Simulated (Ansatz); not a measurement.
# CH₅AlO₂S: small, medium and large basis sets

One table from this session's results is given with a row withheld; the runs are named, their logs left out.

Program: Ansatz 0.2.0, Gaussian basis. Level of theory: one geometry, several basis sets. These are calculated values, not measurements.

Plan: PBE0-D4/def2-SVP; ωB97M-V/def2-SVP; PBE0-D4/def2-QZVPP; ωB97M-V/def2-QZVPP; the functionals' def2-TZVPP values are taken from earlier runs.

## The geometry

The geometry comes from an earlier relaxation with PBE0-D4 in a triple-zeta def2 set; it is a stationary point, not always the lowest conformer.

SMILES `C[O][Al]([OH])[SH]`, 10 atoms, charge 0, spin multiplicity 1.

Atoms are counted from 1 here; the program's logs count them from 0.

Bond lengths: C1–O2 1.397 Å, C1–H6 1.095 Å, C1–H7 1.097 Å, C1–H8 1.095 Å, O2–Al3 1.673 Å, Al3–O4 1.685 Å, Al3–S5 2.183 Å, O4–H9 0.954 Å, S5–H10 1.344 Å. Angles: O2–C1–H6 110.0°, O2–C1–H7 112.7°, O2–C1–H8 110.0°, H6–C1–H7 108.0°, H6–C1–H8 108.0°, H7–C1–H8 108.0°, C1–O2–Al3 135.4°, O2–Al3–O4 117.7°, O2–Al3–S5 118.3°, O4–Al3–S5 124.0°, Al3–O4–H9 124.7°, Al3–S5–H10 93.7°.

The first run:

in.yaml

```yaml
crystal:
  periodic: [false, false, false]
  atoms:
    - {symbol: C, position_ang: [-0.566403, 0.650992, 1.788817]}
    - {symbol: O, position_ang: [-0.293866, -0.412154, 0.924348]}
    - {symbol: Al, position_ang: [0.218271, -0.557820, -0.661634]}
    - {symbol: O, position_ang: [0.405007, -2.112442, -1.284877]}
    - {symbol: S, position_ang: [0.605409, 1.265941, -1.797439]}
    - {symbol: H, position_ang: [0.064983, 0.579785, 2.680291]}
    - {symbol: H, position_ang: [-0.389167, 1.630017, 1.325902]}
    - {symbol: H, position_ang: [-1.612133, 0.614226, 2.110691]}
    - {symbol: H, position_ang: [0.690345, -2.310630, -2.173590]}
    - {symbol: H, position_ang: [0.960555, 0.600986, -2.909611]}
basis:
  gaussian: {orbitals: def2-SVP}
hamiltonian: {xc: pbe0, dispersion: d4}
output: {orbitals: {seedname: orbitals}}
```

Run with:

```sh
$ ansatz run in.yaml --threads 4 --pin off --events-out ev --progress --plain --max-ram 10444MiB
```

Steps of the session up to this table: PBE0-D4 in def2-SVP; ωB97M-V in def2-SVP; PBE0-D4 in def2-QZVPP; ωB97M-V in def2-QZVPP.

One table of the session follows, with a row left open; its other results are not shown here.

```
functional       basis  HOMO (eV)
   PBE0-D4    def2-SVP      -7.53
   PBE0-D4  def2-TZVPP      -7.71
   PBE0-D4  def2-QZVPP          ?
   ωB97M-V    def2-SVP      -9.70
   ωB97M-V  def2-TZVPP      -9.92
   ωB97M-V  def2-QZVPP      -9.97
```

Q: Estimate the row for PBE0-D4, def2-QZVPP from the others.

The run gave: HOMO (eV): -7.75. In the column «HOMO (eV)» it lies between ωB97M-V, def2-SVP (-9.70) and PBE0-D4, def2-TZVPP (-7.71).
